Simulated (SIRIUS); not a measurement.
# In2Au (Fm-3m) in SIRIUS: reference runs

Reference runs on In2Au: the cell as given.

Everything below comes from runs of SIRIUS, more than one build. Logs are shortened: lines on timing, memory, paths and dates and some standing lists are left out, and cuts for length are marked. The log counts tension as positive stress, the text compression.

## (1) The structure

Symmetry: Fm-3m, No. 225, cubic system. Conventional cell: a = 6.502 Å, b = 6.502 Å, c = 6.502 Å, α = 90.00°, β = 90.00°, γ = 90.00°. Au (site symmetry m-3m) is surrounded by 8 In at 2.82 Å. In (site symmetry -43m) is surrounded by 4 Au at 2.82 Å.

## (2) Single point, PBEsol

Contents of sirius.json:

```json
{
  "control": {
    "processing_unit": "cpu",
    "verbosity": 2,
    "num_bands_to_print": 32,
    "print_forces": true,
    "print_stress": true
  },
  "parameters": {
    "electronic_structure_method": "pseudopotential",
    "xc_functionals": ["XC_GGA_X_PBE_SOL", "XC_GGA_C_PBE_SOL"],
    "gk_cutoff": 8.8,
    "pw_cutoff": 17.6,
    "ngridk": [7, 7, 7],
    "shiftk": [0, 0, 0],
    "smearing": "fermi_dirac",
    "smearing_width": 0.0018374661,
    "num_bands": 32,
    "num_mag_dims": 0,
    "num_dft_iter": 100,
    "energy_tol": 1e-08,
    "density_tol": 1e-06
  },
  "iterative_solver": {
    "type": "davidson",
    "min_tolerance": 1e-09,
    "tolerance_scale": [0.1, 0.25]
  },
  "mixer": {
    "type": "anderson",
    "beta": 0.7,
    "max_history": 8
  },
  "settings": {
    "tol_ne": 1e-10,
    "pseudo_grid_cutoff": 6.5
  },
  "unit_cell": {
    "lattice_vectors": [
      [0.0, 6.143499631158, 6.143499631158],
      [6.143499631158, 0.0, 6.143499631158],
      [6.143499631158, 6.143499631158, 0.0]
    ],
    "atom_coordinate_units": "lattice",
    "atom_types": ["Au", "In"],
    "atom_files": {
      "In": "In.json",
      "Au": "Au.json"
    },
    "atoms": {
      "Au": [
        [0.0, 0.0, 0.0]
      ],
      "In": [
        [0.75, 0.75, 0.75],
        [0.25, 0.25, 0.25]
      ]
    }
  }
}
```

Potentials or basis: PseudoDojo 0.4.1 PBEsol standard (scalar relativistic).

Launch:

```console
$ upf_to_json In.upf
$ upf_to_json Au.upf
$ OMP_NUM_THREADS=1 sirius.scf --input=sirius.json --output=out.json --task=0
```

Output:

```text
[info] SIRIUS version : 7.10.0
[info] number of MPI ranks           : 1
[info] MPI grid                      : 1 1
[info] maximum number of OMP threads : 1
[fft] FFT context for density and potential
[fft] =====================================
[fft]   comm size                             : 1
[fft]   plane wave cutoff                     : 17.6
[fft]   grid size                             : 54 54 54   total : 157464
[fft]   grid limits                           : -26 27   -26 27   -26 27
[fft]   number of G-vectors within the cutoff : 21368
[fft]   local number of G-vectors             : 21368
[fft]   number of G-shells                    : 1130
[fft] FFT context for coarse grid
[fft] =====================================
[fft]   comm size                             : 1
[fft]   plane wave cutoff                     : 17.6
[fft]   grid size                             : 54 54 54   total : 157464
[fft]   grid limits                           : -26 27   -26 27   -26 27
[fft]   number of G-vectors within the cutoff : 21368
[fft]   local number of G-vectors             : 21368
[fft]   number of G-shells                    : 1130
[unit cell] lattice vectors
[unit cell]   a1 :       0.0000000000      6.1434996312      6.1434996312
[unit cell]   a2 :       6.1434996312      0.0000000000      6.1434996312
[unit cell]   a3 :       6.1434996312      6.1434996312      0.0000000000
[unit cell] reciprocal lattice vectors
[unit cell]   b1 :      -0.5113685753      0.5113685753      0.5113685753
[unit cell]   b2 :       0.5113685753     -0.5113685753      0.5113685753
[unit cell]   b3 :       0.5113685753      0.5113685753     -0.5113685753
[unit cell] unit cell volume :       463.74314745 [a.u.^3]
[unit cell] 1/sqrt(omega)    :         0.04643669
[unit cell] MT volume        :         0.00000000 ( 0.00%)
[unit cell] IT volume        :       463.74314745 (100.00%)
[unit cell] number of atom types : 2
[unit cell] type id : 0 symbol : Au mt_radius :  13.390000 num_atoms : 1
[unit cell] type id : 1 symbol : In mt_radius :  19.390000 num_atoms : 2
[unit cell] total number of atoms : 3
[unit cell] number of symmetry classes : 2
[unit cell] number of PAW atoms : 0
[unit cell] atom id  type id  class id             position                      vector_field
[unit cell] ------------------------------------------------------------------------------------------
[unit cell]      0        0        0      0.00000   0.00000   0.00000      0.00000   0.00000   0.00000
[unit cell]      1        1        1      0.75000   0.75000   0.75000      0.00000   0.00000   0.00000
[unit cell]      2        1        1      0.25000   0.25000   0.25000      0.00000   0.00000   0.00000
[unit cell] atom id         position (Cartesian, a.u.)
[unit cell] ---------------------------------------------
[unit cell]      0       0.000000    0.000000    0.000000
[unit cell]      1       9.215249    9.215249    9.215249
[unit cell]      2       3.071750    3.071750    3.071750
[unit cell] class id : 0 atom id : 0
[unit cell] class id : 1 atom id : 1 2
[... 294 lines left out ...]
[diagonalize] ik:    3   -3.438508   -1.648303   -1.648295   -1.648295   -0.059606   -0.058856   -0.058856   -0.057790   -0.057790   -0.055463   -0.055463   -0.055257   -0.053481   -0.053481    0.177839    0.243673    0.281849    0.281849    0.303581    0.303581    0.318754    0.512961    0.512961    0.542122    0.584278    0.614444    0.614444    0.775696    0.798213    0.798213    0.878986    0.926702
[diagonalize] ik:    4   -3.438508   -1.648296   -1.648295   -1.648295   -0.067218   -0.065108   -0.062589   -0.060968   -0.060968   -0.052420   -0.052420   -0.051480   -0.047296   -0.044270    0.122117    0.265114    0.275121    0.275121    0.301630    0.304090    0.481733    0.523336    0.523336    0.528064    0.627506    0.633868    0.678295    0.678295    0.720378    0.720378    0.722613    0.832449
[diagonalize] ...
[diagonalize] ik:   15   -3.438508   -1.648304   -1.648298   -1.648297   -0.064728   -0.064482   -0.060763   -0.056436   -0.056377   -0.056332   -0.056045   -0.053932   -0.051022   -0.045785    0.239952    0.246097    0.256641    0.297085    0.301673    0.305831    0.316646    0.377528    0.418476    0.498622    0.591865    0.768131    0.768937    0.813619    0.845280    0.856745    0.918891    0.921358
[diagonalize] ik:   16   -3.438508   -1.648301   -1.648297   -1.648296   -0.064807   -0.062767   -0.058752   -0.058328   -0.057710   -0.055600   -0.055226   -0.054044   -0.051807   -0.046655    0.168350    0.248881    0.281108    0.286263    0.297557    0.304241    0.389657    0.401675    0.474327    0.551842    0.625970    0.634368    0.695353    0.743219    0.768377    0.846100    0.863084    0.875125
[diagonalize] ik:   17   -3.438508   -1.648302   -1.648298   -1.648296   -0.062530   -0.061438   -0.059142   -0.058182   -0.057242   -0.055595   -0.055449   -0.053889   -0.052985   -0.049652    0.202629    0.243335    0.281495    0.289639    0.298582    0.304515    0.327623    0.388661    0.447231    0.578472    0.604308    0.674844    0.722865    0.743059    0.773909    0.830541    0.906744    0.927541
[diagonalize] ik:   18   -3.438508   -1.648303   -1.648298   -1.648297   -0.064179   -0.063596   -0.060280   -0.057251   -0.056778   -0.055957   -0.055635   -0.053891   -0.051556   -0.046856    0.221981    0.242251    0.274815    0.295993    0.298278    0.305729    0.329442    0.372968    0.411338    0.536202    0.610431    0.687878    0.782490    0.788756    0.820269    0.880600    0.894112    0.914533
[diagonalize] ik:   19   -3.438508   -1.648301   -1.648300   -1.648296   -0.062160   -0.062049   -0.061686   -0.059075   -0.056394   -0.056036   -0.054817   -0.052675   -0.051404   -0.049865    0.232711    0.242878    0.276903    0.287641    0.296420    0.307792    0.330903    0.345790    0.415357    0.571961    0.644644    0.666504    0.712305    0.775255    0.830004    0.858750    0.900318    0.937852
[find] Charges and magnetic moments
[find] --------------------------------------------------------------------------------
[find] total charge          : 45.000000
[find] Energy
[find] --------------------------------------------------------------------------------
[find] valence_eval_sum               :     -12.71709262
[find] <rho|V^{XC}>                   :     -41.73992471
[find] <rho|E^{XC}>                   :     -64.81979673
[find] <mag|B^{XC}>                   :       0.00000000
[find] <rho|V^{H}>                    :     133.20292190
[find] one-electron contribution      :    -104.18008982 (Ha),    -208.36017963 (Ry)
[find] hartree contribution           :      66.60146095
[find] xc contribution                :     -64.81979673
[find] ewald contribution             :    -177.64553208
[find] PAW contribution               :       0.00000000
[find] smearing (-TS)                 :      -0.00052646
[find] SCF correction                 :       0.00000041
[find] Total energy                   :    -280.04395727 (Ha),    -560.08791453 (Ry)
[find] Free energy (E-TS)             :    -280.04448373 (Ha),    -560.08896745 (Ry)
[find] band gap (eV)                  :       0.00000000
[find] Efermi                         :       0.48061957
[find] iteration : 10, RMS : 2.777968718422e-08, energy difference : -5.936556135566e-09
[find] Hartree energy of density residual : 4.162166034851e-13
[find] bands are converged : true
[find] iterative solver converged : true
[find] converged after 11 SCF iterations!
[find] Charges and magnetic moments
[find] --------------------------------------------------------------------------------
[find] total charge          : 45.000000
[find] Energy
[find] --------------------------------------------------------------------------------
[find] valence_eval_sum               :     -12.71709262
[find] <rho|V^{XC}>                   :     -41.73992471
[find] <rho|E^{XC}>                   :     -64.81979673
[find] <mag|B^{XC}>                   :       0.00000000
[find] <rho|V^{H}>                    :     133.20292190
[find] one-electron contribution      :    -104.18008982 (Ha),    -208.36017963 (Ry)
[find] hartree contribution           :      66.60146095
[find] xc contribution                :     -64.81979673
[find] ewald contribution             :    -177.64553208
[find] PAW contribution               :       0.00000000
[find] smearing (-TS)                 :      -0.00052646
[find] SCF correction                 :       0.00000041
[find] Total energy                   :    -280.04395727 (Ha),    -560.08791453 (Ry)
[find] Free energy (E-TS)             :    -280.04448373 (Ha),    -560.08896745 (Ry)
[find] band gap (eV)                  :       0.00000000
[find] Efermi                         :       0.48061957
[ground_state] === stress tensor components [kbar] ===
[ground_state] === stress_kin ===
[ground_state] -53286.755510   -0.000000   -0.000000
[ground_state]    -0.000000-53286.755510    0.000000
[ground_state]    -0.000000    0.000000-53286.755510
[ground_state] === stress_har ===
[ground_state] -14084.537860   -0.000000   -0.000000
[ground_state]    -0.000000-14084.537860    0.000000
[ground_state]    -0.000000    0.000000-14084.537860
[ground_state] === stress_ewald ===
[ground_state] 37567.572639    0.000000   -0.000000
[ground_state]     0.00000037567.572639   -0.000000
[ground_state]    -0.000000   -0.00000037567.572639
[ground_state] === stress_vloc ===
[ground_state]  8563.788001    0.000000    0.000000
[ground_state]     0.000000 8563.788001   -0.000000
[ground_state]     0.000000   -0.000000 8563.788001
[ground_state] === stress_xc ===
[ground_state] -14472.909950   -0.000000    0.000000
[ground_state]    -0.000000-14472.909950    0.000000
[ground_state]     0.000000    0.000000-14472.909950
[ground_state] === stress_core ===
[ground_state] 23227.339320    0.000000   -0.000000
[ground_state]     0.00000023227.339320   -0.000000
[ground_state]    -0.000000   -0.00000023227.339320
[ground_state] === stress_nonloc ===
[ground_state] 12468.972854    0.000000    0.000000
[ground_state]     0.00000012468.972854   -0.000000
[ground_state]     0.000000   -0.00000012468.972854
[ground_state] === stress_us_nl ===
[ground_state] 12468.972854    0.000000    0.000000
[ground_state]     0.00000012468.972854   -0.000000
[ground_state]     0.000000   -0.00000012468.972854
[ground_state] === stress_total ===
[ground_state]   -16.530506   -0.000000   -0.000000
[ground_state]    -0.000000  -16.530506    0.000000
[ground_state]    -0.000000    0.000000  -16.530506
[ground_state] ==== total Forces in Ha/bohr =====
[ground_state] atom:    0, force:       0.0000000      0.0000000      0.0000000
[ground_state] atom:    1, force:      -0.0000000     -0.0000000     -0.0000000
[ground_state] atom:    2, force:       0.0000000     -0.0000000      0.0000000
[ground_state] ==== ultrasoft contribution from Qij =====
[ground_state] atom:    0, force:       0.0000000      0.0000000      0.0000000
[ground_state] atom:    1, force:       0.0000000      0.0000000      0.0000000
[ground_state] atom:    2, force:       0.0000000      0.0000000      0.0000000
[ground_state] ==== non-local contribution from Beta-projector =====
[ground_state] atom:    0, force:       0.0000000      0.0000000      0.0000000
[ground_state] atom:    1, force:      -0.0000000     -0.0000000     -0.0000000
[ground_state] atom:    2, force:       0.0000000      0.0000000      0.0000000
[ground_state] ==== contribution from local potential =====
[ground_state] atom:    0, force:       0.0000000      0.0000000      0.0000000
[ground_state] atom:    1, force:       0.0000000      0.0000000      0.0000000
[ground_state] atom:    2, force:       0.0000000      0.0000000      0.0000000
[ground_state] ==== contribution from core density =====
[ground_state] atom:    0, force:       0.0000000      0.0000000      0.0000000
[ground_state] atom:    1, force:       0.0000000      0.0000000      0.0000000
[ground_state] atom:    2, force:       0.0000000      0.0000000      0.0000000
[ground_state] ==== Ewald forces from ions =====
[ground_state] atom:    0, force:       0.0000000      0.0000000      0.0000000
[ground_state] atom:    1, force:      -0.0000000      0.0000000     -0.0000000
[ground_state] atom:    2, force:      -0.0000000     -0.0000000     -0.0000000
[~DFT_ground_state] local op. applied: 16939
[~DFT_ground_state] evp. work count: 2056.78
[~DFT_ground_state] number of iterative solver steps: 952
```

Run time: 1.8 min. Hardware: 1 thread of Arm Neoverse V1, shared host; peak memory 0.52 GiB.

Results:

```
Free energy            : -7620.3986 eV
Pressure               : 1.7 GPa
Band gap on the k mesh : none (metal or under the smearing width)
```

The run has no spin-orbit coupling, so splittings on Au are missing.

## (3) Single point, PBEsol

sirius.json: that of step 2 with these lines changed.

```diff
@@ -25,4 +25,3 @@
     "type": "davidson",
-    "min_tolerance": 1e-09,
-    "tolerance_scale": [0.1, 0.25]
+    "min_tolerance": 1e-10
   },
@@ -46,4 +45,4 @@
     "atom_files": {
-      "In": "In.json",
-      "Au": "Au.json"
+      "Au": "Au.json",
+      "In": "In.json"
     },
```

Potentials or basis: PseudoDojo 0.4.1 PBEsol standard (scalar relativistic).

Launch:

```console
$ upf_to_json Au.upf
$ upf_to_json In.upf
$ OMP_NUM_THREADS=1 sirius.scf --input=sirius.json --output=out.json --task=0
```

Run time: 65 s. Hardware: 1 thread of Intel Xeon 6975P-C (Granite Rapids), shared host; peak memory 0.46 GiB.

The run converged. Its results:

- Free energy: -7620.3986 eV
- Pressure: 1.7 GPa
- Band gap on the k mesh: none (metal or under the smearing width)

Spin-orbit coupling is left out, which matters for the levels of Au.
